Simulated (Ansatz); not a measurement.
**Cu+ with H₂S: superposition error and deformation**

How much of this pair's binding is borrowed basis, and how much do the fragments pay to take the shapes they have in the pair?

Method: PBE0-D4 structures, single points in def2-TZVPPD; program: Ansatz 0.2.0, Gaussian basis.

Levels: PBE-D4, revPBE-D4, BLYP-D4, r2SCAN-D4, B97M-V, PBE0-D4, B3LYP-D4, HSE06-D4, wB97X-V, wB97M-V, B2PLYP, Hartree-Fock, MP2, CCSD, CCSD(T).

Cores are frozen in the correlated methods. The 3s and 3p shells of Cu and Zn are frozen; filled d shells are correlated. B3LYP uses VWN-RPA correlation. B2PLYP carries no dispersion term here.

129 further runs of the same task are left out: 129 set aside as unsound or not needed.

**1. Starting geometry**

The relaxed pair: 4 atoms, charge 1, spin multiplicity 1.

Atoms are counted from 1 here; the program's logs count them from 0.

Bond lengths: Cu1–S2 2.220 Å, S2–H3 1.350 Å, S2–H4 1.350 Å. Angles: Cu1–S2–H3 98.3°, Cu1–S2–H4 98.3°, H3–S2–H4 93.4°.

As a file:

```xyz
4

Cu   -0.8310   -0.3047   -1.5897
S     0.2987   -0.4760    0.3133
H     1.0996    0.6002    0.1622
H    -0.5674    0.1805    1.1141
```

Atoms 1 to 1 are fragment A (Cu+), the rest fragment B (H₂S). From earlier runs, pair energy (eV) and counterpoise interaction (meV):

```
      method       E(pair)  interaction
      PBE-D4  -55491.19113        -2398
   revPBE-D4  -55498.10108        -2226
     BLYP-D4  -55505.19428        -2325
   r2SCAN-D4  -55501.28731        -2343
      B97M-V  -55490.38785        -2236
     PBE0-D4  -55492.16231        -2068
    B3LYP-D4  -55504.51191        -2088
    HSE06-D4  -55491.88428        -2063
     wB97X-V  -55496.57032        -1937
     wB97M-V  -55499.40357        -1923
      B2PLYP  -55491.53115        -1931
Hartree-Fock  -55441.41440        -1064
         MP2  -55459.64421        -1779
     CCSD(T)  -55459.20309        -1653
```

First each fragment is run alone in its own basis, frozen in the shape it has in the pair (a, b).

**2. wB97X-V/def2-TZVPPD**

File a/in.yaml:

```yaml
crystal:
  periodic: [false, false, false]
  atoms:
    - {symbol: Cu, position_ang: [-0.830989, -0.304710, -1.589693]}
basis:
  gaussian: {orbitals: "def2-TZVPPD.json"}
total_charge: 1
hamiltonian: {xc: {name: wB97X-V}}
```

File b/in.yaml:

```yaml
crystal:
  periodic: [false, false, false]
  atoms:
    - {symbol: S, position_ang: [0.298747, -0.476021, 0.313289]}
    - {symbol: H, position_ang: [1.099620, 0.600206, 0.162224]}
    - {symbol: H, position_ang: [-0.567376, 0.180525, 1.114080]}
basis:
  gaussian: {orbitals: "def2-TZVPPD.json"}
hamiltonian: {xc: {name: wB97X-V}}
```

The basis file named in the input lies beside it (Basis Set Exchange, JSON).

One command serves all of them, each in its own folder.

Command:

```bash
$ ansatz run in.yaml --threads 2 --pin off --events-out ev --progress --plain --max-ram 5222MiB
```

Log of a:

```text
Functional definition: wB97X-V
  name "wB97X-V"
  cite "Mardirossian & Head-Gordon, Phys. Chem. Chem. Phys. 16, 9904 (2014) doi:10.1039/C3CP54374A"
  cite "Becke, J. Chem. Phys. 107, 8554 (1997) doi:10.1063/1.475007"
  cite "Vydrov & Van Voorhis, J. Chem. Phys. 133, 244103 (2010) doi:10.1063/1.3521275"
  parameter omega = 0.3/bohr
  parameter cx = 0.167
  parameter cx1 = 0.603
  parameter cx2 = 1.194
  parameter css0 = 0.556
  parameter css1 = -0.257
  parameter cos0 = 1.219
  parameter cos1 = -1.850
  parameter b = 6.0
  parameter c = 0.01
  exchange = spin_sum(e_x_unif_sr(omega)*poly(b97_u_x, 1 - cx, cx1, cx2)) + cx*exact_x_sr(omega) + exact_x_lr(omega)
  correlation = spin_sum(e_c_pw_same_spin*poly(b97_u_same, css0, css1))
      + integral(e_c_pw_opposite_spin*poly(b97_u_opposite, cos0, cos1)) + vv10(b, c)
553 factors; their error is unknown
76 factors; integrals over basis functions are off by at most 9.5e-5 eV
mean field evaluation 1: about -44597.6896 eV, gradient 2.1e2 eV
mean field evaluation 2: about -43801.8921 eV, gradient 6.3e2 eV
mean field evaluation 4: about -44626.8768 eV, gradient 4.0e1 eV
mean field evaluation 8: about -44627.9285 eV, gradient 4.9e-2 eV
mean field evaluation 16: about -44627.9285 eV, gradient 1.9e-6 eV
mean field -44627.92849594 eV, -1640.0461223294 hartree, gradient 1.9e-6 eV, S^2 0.000000; 0 other end points of the search recorded, 0 dependent functions left out
reference -44627.92849436 eV, -1640.0461222712 hartree; 14, 14 occupied and 53, 53 virtual orbitals, 553 factors
Total energy: -44627.92849436 eV, -1640.0461222712 hartree
```

Log of b (excerpt; [...] marks lines left out):

```text
[... 5 set-up lines as earlier in the session ...]
[...]
      + integral(e_c_pw_opposite_spin*poly(b97_u_opposite, cos0, cos1)) + vv10(b, c)
457 factors; their error is unknown
112 factors; integrals over basis functions are off by at most 4.6e-5 eV
[...]
mean field -10866.68882591 eV, -399.3434486459 hartree, gradient 1.4e-5 eV, S^2 0.000000; 0 other end points of the search recorded, 0 dependent functions left out
reference -10866.68882369 eV, -399.3434485642 hartree; 9, 9 occupied and 76, 76 virtual orbitals, 457 factors
Total energy: -10866.68882369 eV, -399.3434485642 hartree
```

Wall times: 1.1 s (a), 1.1 s (b) on 2 threads of Arm Neoverse V2, shared host.

**3. wB97M-V/def2-TZVPPD**

The same edit goes into each in.yaml of step 2 (a, b):

```diff
-hamiltonian: {xc: {name: wB97X-V}}
+hamiltonian: {xc: {name: wB97M-V}}
```

The same command starts each run, in its folder.

Command:

```bash
$ ansatz run in.yaml --threads 2 --pin off --events-out ev --progress --plain --max-ram 5222MiB
```

a printed (excerpt; [...] marks lines left out):

```text
Functional definition: wB97M-V
  name "wB97M-V"
  cite "Mardirossian & Head-Gordon, J. Chem. Phys. 144, 214110 (2016) doi:10.1063/1.4952647"
[... 2 set-up lines as earlier in the session ...]
  # Of w^i u^j: cxij and so on, Table III.
[...]
  gx(w, u) = 1 - cx + cx01*u + cx10*w
  gss(w, u) = css00 + css04*u^4 + css10*w + css20*w^2 + css43*w^4*u^3
  gos(w, u) = cos00 + cos10*w + (cos20 + cos21*u)*w^2 + (cos60 + cos61*u)*w^6
[...]
      + integral(e_c_pw_mod_opposite_spin*gos(b97_w_opposite, b97_u_opposite)) + vv10(b, c)
553 factors; their error is unknown
76 factors; integrals over basis functions are off by at most 9.5e-5 eV
[...]
mean field -44629.92506620 eV, -1640.1194949330 hartree, gradient 5.5e-5 eV, S^2 0.000000; 0 other end points of the search recorded, 0 dependent functions left out
reference -44629.92510464 eV, -1640.1194963458 hartree; 14, 14 occupied and 53, 53 virtual orbitals, 553 factors
Total energy: -44629.92510464 eV, -1640.1194963458 hartree
```

b printed (excerpt; [...] marks lines left out):

```text
[... 5 set-up lines as earlier in the session ...]
  # Of w^i u^j: cxij and so on, Table III.
[...]
  gx(w, u) = 1 - cx + cx01*u + cx10*w
  gss(w, u) = css00 + css04*u^4 + css10*w + css20*w^2 + css43*w^4*u^3
  gos(w, u) = cos00 + cos10*w + (cos20 + cos21*u)*w^2 + (cos60 + cos61*u)*w^6
[...]
      + integral(e_c_pw_mod_opposite_spin*gos(b97_w_opposite, b97_u_opposite)) + vv10(b, c)
436 factors; their error is unknown
112 factors; integrals over basis functions are off by at most 4.6e-5 eV
[...]
mean field -10867.53961112 eV, -399.3747144259 hartree, gradient 1.6e-5 eV, S^2 0.000000; 0 other end points of the search recorded, 0 dependent functions left out
reference -10867.53967039 eV, -399.3747166039 hartree; 9, 9 occupied and 76, 76 virtual orbitals, 436 factors
Total energy: -10867.53967039 eV, -399.3747166039 hartree
```

Times: 1.3 s (a), 1.2 s (b) on 2 threads of Arm Neoverse V2, shared host.

**4. B2PLYP/def2-TZVPPD**

Edit a/in.yaml of step 3 so:

```diff
@@ -7,2 +7,3 @@
 total_charge: 1
-hamiltonian: {xc: {name: wB97M-V}}
+hamiltonian: {xc: {name: B2PLYP}}
+correlation: {frozen_orbitals: {Cu: 9}}
```

Edit b/in.yaml of step 3 so:

```diff
@@ -8,2 +8,2 @@
   gaussian: {orbitals: "def2-TZVPPD.json"}
-hamiltonian: {xc: {name: wB97M-V}}
+hamiltonian: {xc: {name: B2PLYP}}
```

One command serves all of them, each in its own folder.

Command:

```bash
$ ansatz run in.yaml --threads 2 --pin off --events-out ev --progress --plain --max-ram 5222MiB
```

Log of a (excerpt; [...] marks lines left out):

```text
Functional definition: B2PLYP
  name "B2PLYP"
  cite "Grimme, J. Chem. Phys. 124, 034108 (2006) doi:10.1063/1.2148954"
  cite "Becke, Phys. Rev. A 38, 3098 (1988) doi:10.1103/PhysRevA.38.3098"
  cite "Lee, Yang & Parr, Phys. Rev. B 37, 785 (1988) doi:10.1103/PhysRevB.37.785"
[...]
466 factors; integrals over basis functions are off by at most 1.4e-4 eV
[...]
mean field -44620.83074562 eV, -1639.7852848161 hartree, gradient 3.5e-6 eV, S^2 0.000000; 0 other end points of the search recorded, 0 dependent functions left out
9 core orbitals not correlated: weight in the atoms' cores, before any rotation towards them, 1.000 or more for the frozen orbitals, at most 0.000 for the correlated occupied ones
reference -44620.83084023 eV, -1639.7852882931 hartree; 5, 5 occupied and 53, 53 virtual orbitals, 466 factors
second order -14.37753326 eV of doubles, -0.00000000 eV of singles
Total energy: -44624.71277421 eV, -1639.9279467357 hartree
```

Output in b (excerpt; [...] marks lines left out):

```text
[... 5 set-up lines as earlier in the session ...]
[...]
473 factors; integrals over basis functions are off by at most 5.8e-4 eV
[...]
mean field -10863.12410100 eV, -399.2124474217 hartree, gradient 2.3e-6 eV, S^2 0.000000; 0 other end points of the search recorded, 0 dependent functions left out
5 core orbitals not correlated: weight in the atoms' cores, before any rotation towards them, 1.000 or more for the frozen orbitals, at most 0.000 for the correlated occupied ones
reference -10863.12423249 eV, -399.2124522538 hartree; 4, 4 occupied and 76, 76 virtual orbitals, 473 factors
second order -6.41288313 eV of doubles, -0.00000000 eV of singles
Total energy: -10864.85571093 eV, -399.2760829130 hartree
```

They took 0.8 s (a), 0.55 s (b) on 2 threads of Arm Neoverse V2, shared host.

**5. B97M-V/def2-TZVPPD**

Edit a/in.yaml of step 4 so:

```diff
@@ -7,3 +7,2 @@
 total_charge: 1
-hamiltonian: {xc: {name: B2PLYP}}
-correlation: {frozen_orbitals: {Cu: 9}}
+hamiltonian: {xc: {name: B97M-V}}
```

Edit b/in.yaml of step 4 so:

```diff
@@ -8,2 +8,2 @@
   gaussian: {orbitals: "def2-TZVPPD.json"}
-hamiltonian: {xc: {name: B2PLYP}}
+hamiltonian: {xc: {name: B97M-V}}
```

One command serves all of them, each in its own folder.

Command:

```bash
$ ansatz run in.yaml --threads 2 --pin off --events-out ev --progress --plain --max-ram 5222MiB
```

Output in a (excerpt; [...] marks lines left out):

```text
Functional definition: B97M-V
  name "B97M-V"
  cite "Mardirossian & Head-Gordon, J. Chem. Phys. 142, 074111 (2015) doi:10.1063/1.4907719"
[... 2 set-up lines as earlier in the session ...]
  # Of w^i u^j: cxij and so on, Table III.
[...]
  gx(w, u) = cx00 + cx01*u + cx02*u^2 + (cx10 + cx11*u)*w
  gss(w, u) = css00 + css02*u^2 + css10*w + (css32*w^3 + css42*w^4)*u^2
  gos(w, u) = cos00 + cos01*u + cos03*u^3 + cos10*w + cos32*w^3*u^2
[...]
      + integral(e_c_pw_mod_opposite_spin*gos(b97_w_opposite, b97_u_opposite)) + vv10(b, c)
509 factors; their error is unknown
[...]
mean field -44622.55542175 eV, -1639.8486654948 hartree, gradient 5.7e-5 eV, S^2 0.000000; 0 other end points of the search recorded, 0 dependent functions left out
reference -44622.55546930 eV, -1639.8486672424 hartree; 14, 14 occupied and 53, 53 virtual orbitals, 509 factors
Total energy: -44622.55546930 eV, -1639.8486672424 hartree
```

Output in b (excerpt; [...] marks lines left out):

```text
[... 5 set-up lines as earlier in the session ...]
  # Of w^i u^j: cxij and so on, Table III.
[...]
  gx(w, u) = cx00 + cx01*u + cx02*u^2 + (cx10 + cx11*u)*w
  gss(w, u) = css00 + css02*u^2 + css10*w + (css32*w^3 + css42*w^4)*u^2
  gos(w, u) = cos00 + cos01*u + cos03*u^3 + cos10*w + cos32*w^3*u^2
[...]
      + integral(e_c_pw_mod_opposite_spin*gos(b97_w_opposite, b97_u_opposite)) + vv10(b, c)
436 factors; their error is unknown
[...]
mean field -10865.58484027 eV, -399.3028779220 hartree, gradient 3.5e-5 eV, S^2 0.000000; 0 other end points of the search recorded, 0 dependent functions left out
reference -10865.58491168 eV, -399.3028805462 hartree; 9, 9 occupied and 76, 76 virtual orbitals, 436 factors
Total energy: -10865.58491168 eV, -399.3028805462 hartree
```

They took 1.2 s (a), 1.2 s (b) on 2 threads of Arm Neoverse V2, shared host.

**6. CCSD(T)/def2-TZVPPD**

Edit a/in.yaml of step 5 so:

```diff
@@ -7,2 +7,2 @@
 total_charge: 1
-hamiltonian: {xc: {name: B97M-V}}
+correlation: {method: ccsd_t, frozen_orbitals: {Cu: 9}}
```

Edit b/in.yaml of step 5 so:

```diff
@@ -8,2 +8,2 @@
   gaussian: {orbitals: "def2-TZVPPD.json"}
-hamiltonian: {xc: {name: B97M-V}}
+correlation: {method: ccsd_t}
```

Each run has its own folder and the same command.

Command:

```bash
$ ansatz run in.yaml --threads 2 --pin off --events-out ev --progress --plain --max-ram 5222MiB
```

a printed (excerpt; [...] marks lines left out):

```text
Functional definition: HF
  name "HF"
  cite "Fock, Z. Phys. 61, 126 (1930) doi:10.1007/BF01340294"
  parent pbe
[...]
466 factors; integrals over basis functions are off by at most 1.4e-4 eV
[...]
mean field -44590.93228105 eV, -1638.6865365090 hartree, gradient 7.8e-7 eV, S^2 0.000000; 0 other end points of the search recorded, 0 dependent functions left out
9 core orbitals not correlated: weight in the atoms' cores, before any rotation towards them, 1.000 or more for the frozen orbitals, at most 0.000 for the correlated occupied ones
reference -44590.93228105 eV, -1638.6865365090 hartree; 5, 5 occupied and 53, 53 virtual orbitals, 466 factors
second order -12.23242520 eV of doubles, -0.00000000 eV of singles
cycle   1  -10.14848868 eV  change     2.1e0 eV  update   1.1e-1
[...]
cycle   9  -10.67504320 eV  change    9.8e-6 eV  update   1.2e-6
perturbative correction -0.35026654 eV, -0.0128720579 hartree
Total energy: -44601.95759078 eV, -1639.0917091686 hartree
```

Log of b (excerpt; [...] marks lines left out):

```text
[... 4 set-up lines as earlier in the session ...]
[...]
473 factors; integrals over basis functions are off by at most 5.8e-4 eV
[...]
mean field -10849.40383762 eV, -398.7082370425 hartree, gradient 4.4e-6 eV, S^2 0.000000; 0 other end points of the search recorded, 0 dependent functions left out
5 core orbitals not correlated: weight in the atoms' cores, before any rotation towards them, 1.000 or more for the frozen orbitals, at most 0.000 for the correlated occupied ones
reference -10849.40383762 eV, -398.7082370425 hartree; 4, 4 occupied and 76, 76 virtual orbitals, 473 factors
second order -5.23463654 eV of doubles, -0.00000000 eV of singles
cycle   1  -5.71348400 eV  change   -4.8e-1 eV  update   5.0e-2
[...]
cycle   8  -5.89423743 eV  change    3.9e-6 eV  update   7.6e-6
perturbative correction -0.22721375 eV, -0.0083499513 hartree
Total energy: -10855.52528881 eV, -398.9331962243 hartree
```

Times: 0.8 s (a), 0.5 s (b) on 2 threads of Arm Neoverse V2, shared host.

**7. Relaxing H₂S alone**

File relax-b/in.yaml:

```yaml
crystal:
  periodic: [false, false, false]
  atoms:
    - {symbol: S, position_ang: [0.298747, -0.476021, 0.313289]}
    - {symbol: H, position_ang: [1.099620, 0.600206, 0.162224]}
    - {symbol: H, position_ang: [-0.567376, 0.180525, 1.114080]}
basis:
  gaussian: {orbitals: def2-TZVP}
hamiltonian: {xc: pbe0, dispersion: d4}
relax: {f_tol: 0.005, max_steps: 200}
```

Command:

```bash
$ ansatz run in.yaml --threads 2 --pin off --events-out ev --progress --plain --max-ram 5222MiB
```

What it wrote (excerpt; [...] marks lines left out):

```text
Functional definition: PBE0
  name "PBE0"
  cite "Adamo & Barone, J. Chem. Phys. 110, 6158 (1999) doi:10.1063/1.478522"
  cite "Perdew, Burke & Ernzerhof, Phys. Rev. Lett. 77, 3865 (1996) doi:10.1103/PhysRevLett.77.3865"
[... 1 set-up line as earlier in the session ...]
[...]
359 factors; their error is unknown
[...]
mean field -10864.44751862 eV, -399.2610821221 hartree, gradient 5.1e-5 eV, S^2 0.000000; 0 other end points of the search recorded, 0 dependent functions left out
[...]
reference -10864.44753514 eV, -399.2610827292 hartree; 9, 9 occupied and 40, 40 virtual orbitals, 359 factors
relax step   1: F+E_penalty+E_count = -10864.45969910 eV  Δ(F+E_penalty+E_count) = +0.000e0 eV  max|allowed force component| = 2.028e-1 eV/Å  Δτ_max = 0.0000 Å  (21 SCF iters, accepted)
[...]
relax step   3: F+E_penalty+E_count = -10864.46263580 eV  Δ(F+E_penalty+E_count) = -3.161e-4 eV  max|allowed force component| = 1.796e-2 eV/Å  Δτ_max = 0.0026 Å  (26 SCF iters, accepted)
[...]
relax step   4: F+E_penalty+E_count = -10864.46264268 eV  Δ(F+E_penalty+E_count) = -6.876e-6 eV  max|allowed force component| = 7.925e-5 eV/Å  Δτ_max = 0.0006 Å  (17 SCF iters, accepted)
359 factors; their error is unknown
mean field -10864.45046315 eV, -399.2611903318 hartree, gradient 4.8e-5 eV, S^2 0.000000; 1 other end points of the search recorded, 0 dependent functions left out
[...]
reference -10864.45047966 eV, -399.2611909385 hartree; 9, 9 occupied and 40, 40 virtual orbitals, 359 factors
Total energy: -10864.46265918 eV, -399.2616385277 hartree
Atom 0 at     0.298824    -0.478060     0.312524 Å, force    -0.000001     0.000015     0.000006 eV/Å
Atom 1 at     1.086829     0.598015     0.169888 Å, force     0.000079     0.000012    -0.000048 eV/Å
Atom 2 at    -0.554661     0.184755     1.107180 Å, force    -0.000079    -0.000027     0.000042 eV/Å
Dipole moment:    -0.008528     0.226479     0.084921 e Å
```

It took 1.1 s on 2 threads of Arm Neoverse V2, shared host.

Step by step:

```
step  energy from step 1 (eV)  largest force component (eV/Å)
   1                   0.0000                          0.2028
   2                  -0.0026                          0.1294
   3                  -0.0029                          0.0180
   4                  -0.0029                          0.0001
```

Close pairs (by a distance rule), those that changed most:

```
 bond  before (Å)  after (Å)  change (Å)
S1–H3       1.350      1.341      -0.009
S1–H2       1.350      1.341      -0.009
```

**8. PBE-D4/def2-TZVPPD**

File free-b/in.yaml:

```yaml
crystal:
  periodic: [false, false, false]
  atoms:
    - {symbol: S, position_ang: [0.298824, -0.478060, 0.312524]}
    - {symbol: H, position_ang: [1.086829, 0.598015, 0.169888]}
    - {symbol: H, position_ang: [-0.554661, 0.184755, 1.107180]}
basis:
  gaussian: {orbitals: "def2-TZVPPD.json"}
hamiltonian: {xc: pbe, dispersion: d4}
```

Command:

```bash
$ ansatz run in.yaml --threads 2 --pin off --events-out ev --progress --plain --max-ram 5222MiB
```

What it wrote:

```text
Functional definition: PBE
  name "PBE"
[... 2 set-up lines as earlier in the session ...]
  parameter kappa = 0.804
  parameter beta = 0.06672455060314922
  exchange = pbe_x(kappa = kappa, mu = beta*pi^2/3)
  correlation = pbe_c(beta = beta)
436 factors; their error is unknown
mean field evaluation 1: about -10862.7898 eV, gradient 1.6e1 eV
mean field evaluation 2: about -10862.7187 eV, gradient 1.9e1 eV
mean field evaluation 4: about -10863.5907 eV, gradient 9.5e-1 eV
mean field evaluation 8: about -10863.5812 eV, gradient 1.6e-3 eV
mean field -10863.58115265 eV, -399.2292437601 hartree, gradient 3.0e-5 eV, S^2 0.000000; 0 other end points of the search recorded, 0 dependent functions left out
reference -10863.58120239 eV, -399.2292455881 hartree; 9, 9 occupied and 76, 76 virtual orbitals, 436 factors
Total energy: -10863.59623919 eV, -399.2297981801 hartree
```

It took 0.3 s on 2 threads of Arm Neoverse V2, shared host.

**9. r2SCAN-D4/def2-TZVPPD**

Edit free-b/in.yaml of step 8 so:

```diff
@@ -8,2 +8,2 @@
   gaussian: {orbitals: "def2-TZVPPD.json"}
-hamiltonian: {xc: pbe, dispersion: d4}
+hamiltonian: {xc: r2scan, dispersion: d4}
```

Command:

```bash
$ ansatz run in.yaml --threads 2 --pin off --events-out ev --progress --plain --max-ram 5222MiB
```

What it wrote:

```text
Functional definition: r2SCAN
  name "r2SCAN"
  cite "Furness, Kaplan, Ning, Perdew & Sun, J. Phys. Chem. Lett. 11, 8208 (2020) doi:10.1021/acs.jpclett.0c02405"
  cite "Furness, Kaplan, Ning, Perdew & Sun, J. Phys. Chem. Lett. 11, 9248 (2020) doi:10.1021/acs.jpclett.0c03077"
  parent r2scan
  parameter k0 = 0.174
  parameter k1 = 0.065
  parameter a1 = 4.9479
  exchange = r2scan_x(k0 = k0, k1 = k1, a1 = a1)
  correlation = r2scan_c
436 factors; their error is unknown
mean field evaluation 1: about -10866.9728 eV, gradient 1.5e1 eV
mean field evaluation 2: about -10867.1121 eV, gradient 1.5e1 eV
mean field evaluation 4: about -10867.5625 eV, gradient 6.7e-1 eV
mean field evaluation 8: about -10867.5502 eV, gradient 1.4e-3 eV
mean field -10867.55018502 eV, -399.3751030094 hartree, gradient 3.7e-5 eV, S^2 0.000000; 0 other end points of the search recorded, 0 dependent functions left out
reference -10867.55020179 eV, -399.3751036257 hartree; 9, 9 occupied and 76, 76 virtual orbitals, 436 factors
Total energy: -10867.55355006 eV, -399.3752266725 hartree
```

Wall time 0.75 s (2 threads of Arm Neoverse V2, shared host).

**10. PBE0-D4/def2-TZVPPD**

Edit free-b/in.yaml of step 9 so:

```diff
@@ -8,2 +8,3 @@
   gaussian: {orbitals: "def2-TZVPPD.json"}
-hamiltonian: {xc: r2scan, dispersion: d4}
+hamiltonian: {xc: pbe0, dispersion: d4}
+output: {orbitals: {seedname: orbitals}}
```

Command:

```bash
$ ansatz run in.yaml --threads 2 --pin off --events-out ev --progress --plain --max-ram 5222MiB
```

What it wrote (excerpt; [...] marks lines left out):

```text
[... 5 set-up lines as earlier in the session ...]
  parameter a = 0.25
[... 2 set-up lines as earlier in the session ...]
  exchange = (1 - a)*pbe_x(kappa = kappa, mu = beta*pi^2/3) + a*exact_x
[... 1 set-up line as earlier in the session ...]
474 factors; their error is unknown
mean field evaluation 1: about -10864.0637 eV, gradient 1.2e1 eV
mean field evaluation 2: about -10864.2123 eV, gradient 1.1e1 eV
mean field evaluation 4: about -10864.4867 eV, gradient 3.7e-1 eV
mean field evaluation 8: about -10864.5134 eV, gradient 2.5e-3 eV
mean field -10864.51342587 eV, -399.2635041691 hartree, gradient 6.8e-6 eV, S^2 0.000000; 0 other end points of the search recorded, 0 dependent functions left out
reference -10864.51346097 eV, -399.2635054590 hartree; 9, 9 occupied and 76, 76 virtual orbitals, 474 factors
Total energy: -10864.52564050 eV, -399.2639530483 hartree
```

It took 0.35 s on 2 threads of Arm Neoverse V2, shared host.

(Part 1 of 2 ends here.)
